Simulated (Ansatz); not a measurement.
**TeH₂O₂ (SMILES O[Te]O): one structure at several levels**

An exercise on one series of results from a longer session: the logs are not shown, and one member is left open.

Computed with Ansatz 0.2.0, Gaussian basis. Level: single points in def2-TZVPP.

Cores are frozen in the correlated methods. Filled d shells of the heavier atoms are correlated. Core potentials replace the inner electrons past krypton, and spin-orbit coupling is left out.

1 further run of the same task is left out (it didn't finish).

**Starting geometry**

SMILES `O[Te]O`, 5 atoms, charge 0, spin multiplicity 1.

Atoms are counted from 1 here; the program's logs count them from 0.

Bond lengths: O1–Te2 2.016 Å, O1–H4 0.930 Å, Te2–O3 1.977 Å, O3–H5 0.952 Å. Angles: Te2–O1–H4 111.5°, O1–Te2–O3 94.4°, Te2–O3–H5 106.2°.

As a file:

```xyz
5

O    -0.8815   -0.6167   -1.0895
Te   -0.1111   -0.9655    0.7411
O     1.3762    0.3197    0.5274
H    -1.5323    0.0473   -1.0650
H     1.0559    1.1538    0.8567
```

The first run:

Contents of run/in.yaml:

```yaml
crystal:
  periodic: [false, false, false]
  atoms:
    - {symbol: O, position_ang: [-0.881501, -0.616683, -1.089497]}
    - {symbol: Te, position_ang: [-0.111134, -0.965485, 0.741065]}
    - {symbol: O, position_ang: [1.376214, 0.319748, 0.527424]}
    - {symbol: H, position_ang: [-1.532255, 0.047277, -1.064971]}
    - {symbol: H, position_ang: [1.055930, 1.153823, 0.856684]}
basis:
  gaussian: {orbitals: def2-TZVPP}
hamiltonian: {xc: pbe, dispersion: d4}
output: {forces: true}
```

The run is started by

```bash
> ansatz run in.yaml --threads 2 --pin off --events-out ev --progress --plain --max-ram 3481MiB
```

Among the steps run: PBE-D4/def2-TZVPP; r2SCAN-D4/def2-TZVPP; PBE0-D4/def2-TZVPP; wB97M-V/def2-TZVPP; CCSD(T)/def2-TZVPP.

One of the session's tables, all rows but one given; the rest of the session is left out.

| method | RMS force component (eV/Å) | angle to CCSD(T) forces (°) | dipole (D) |
| --- | --- | --- | --- |
| PBE-D4 | 1.028 | 21.4 | 2.76 |
| r2SCAN-D4 | ? | ? | ? |
| PBE0-D4 | 0.953 | 4.1 | 2.92 |
| wB97M-V | 0.980 | 5.7 | 3.02 |
| CCSD(T) | 0.965 | reference | 2.93 |

Q: Estimate the row for r2SCAN-D4 from the others.

As computed: RMS force component (eV/Å): 0.928; angle to CCSD(T) forces (°): 5.8; dipole (D): 2.83. In the column «RMS force component (eV/Å)» it is the lowest.
